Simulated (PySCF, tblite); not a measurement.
# C7H18BN: geometry, infrared bands and NMR shifts

Wanted: the infrared bands and NMR shifts of C7H18BN (`CC[C@@H]1[BH2-][N+](C)(C)CC1`), by calculation.

Computed with tblite 0.8.0 and PySCF 2.14.0, with density-fitted response routines of our own, on a single molecule in the gas phase. Atoms count from 0, in the outputs and in this text.

### 1 The starting structure

27 atoms, charge 0, multiplicity 1; geometry from: force field or distance geometry start.

Bonds of the start (Å): C0–C1 1.54, C1–C2 1.54, C2–B3 1.61, B3–N4 1.55, N4–C5 1.48, N4–C6 1.49, N4–C7 1.49, C7–C8 1.52, C8–C2 1.53, C0–H9 1.11, C0–H10 1.11, C0–H11 1.10, C1–H12 1.12, C1–H13 1.10, C2–H14 1.11, B3–H15 1.18, B3–H16 1.21, C5–H17 1.11, C5–H18 1.12, C5–H19 1.11, C6–H20 1.11, C6–H21 1.11, C6–H22 1.11, C7–H23 1.11, C7–H24 1.12, C8–H25 1.11, C8–H26 1.11.

### 2 Optimising the geometry with GFN2-xTB

What the job is given:

```
{"job": {"kind": "relax", "xc": "GFN2-xTB", "basis": "xTB"}, "charge": 0, "multiplicity": 1}
C      3.443700     0.204700    -0.035000
C      2.175300    -0.568100    -0.433000
C      0.989600    -0.225600     0.482300
B     -0.318200    -1.108400     0.143800
N     -1.506700    -0.123400    -0.036100
C     -2.713600    -0.568900     0.691300
C     -1.836600     0.013900    -1.486200
C     -1.009100     1.174200     0.495200
C      0.500600     1.211300     0.301100
H      3.274700     1.296000    -0.174900
H      3.694600     0.010500     1.025700
H      4.280300    -0.116500    -0.672100
H      2.400500    -1.656300    -0.317100
H      1.942000    -0.368600    -1.492300
H      1.251200    -0.380500     1.546800
H     -0.147100    -1.794700    -0.804200
H     -0.511300    -1.855400     1.071800
H     -3.531800     0.169600     0.591200
H     -2.499000    -0.687500     1.786800
H     -3.068600    -1.543800     0.311000
H     -0.960900     0.360300    -2.068300
H     -2.178500    -0.958900    -1.904300
H     -2.650400     0.756400    -1.622300
H     -1.505000     2.037700    -0.001300
H     -1.217800     1.262100     1.587600
H      0.961800     1.892800     1.046100
H      0.720400     1.593500    -0.723000
```

The run is started by

```sh
$ OMP_NUM_THREADS=1 python probes_run.py task.json out
```

One launch serves the whole session: the jobs run in the order shown.

**Question.** This job is followed by: GFN2-xTB harmonic vibrations, gas phase; GIAO PBE0/pcSseg-1 NMR shielding, non-relativistic, gas phase. Predict these results of the whole session: strongest single infrared mode (GFN2-xTB); zero-point energy (GFN2-xTB); 13C shifts against TMS (PBE0/pcSseg-1); 1H shifts against TMS (PBE0/pcSseg-1, means over atoms taken as alike); 11B shifts against BF3·OEt2 (PBE0/pcSseg-1); 15N shifts against NH3 (PBE0/pcSseg-1).

The runs gave:

| quantity | value |
| --- | --- |
| strongest single infrared mode (GFN2-xTB) | 2438 cm⁻¹, 254 km/mol |
| zero-point energy (GFN2-xTB) | 154.0 kcal/mol |
| 13C shifts against TMS (PBE0/pcSseg-1) | 66.9, 53.2, 50.3, 38.1, 35.5, 32.1, 17.8 ppm |
| 1H shifts against TMS (PBE0/pcSseg-1, means over atoms taken as alike) | 2.90, 2.61, 2.52, 2.43, 2.39, 2.28, 2.07, 1.83, 1.35, 1.28, 1.04, 0.95 ppm |
| 11B shifts against BF3·OEt2 (PBE0/pcSseg-1) | -6.3 ppm |
| 15N shifts against NH3 (PBE0/pcSseg-1) | 66.1 ppm |

Over 147 steps the energy fell by 0.424 eV; of the close pairs, B3–N4 changed most, 1.554 to 1.654 Å. No mode is imaginary among the 75: a minimum at this level. The strongest single mode, at 2438 cm⁻¹, moves mainly H16. Unscaled tight-binding wavenumbers are off by several per cent, some by more. Its intensities can rank the bands wrongly. C7 (sp3 CH2 bonded to N) lies farthest downfield among carbon, at 66.9 ppm; deshielded by the electronegative neighbour.
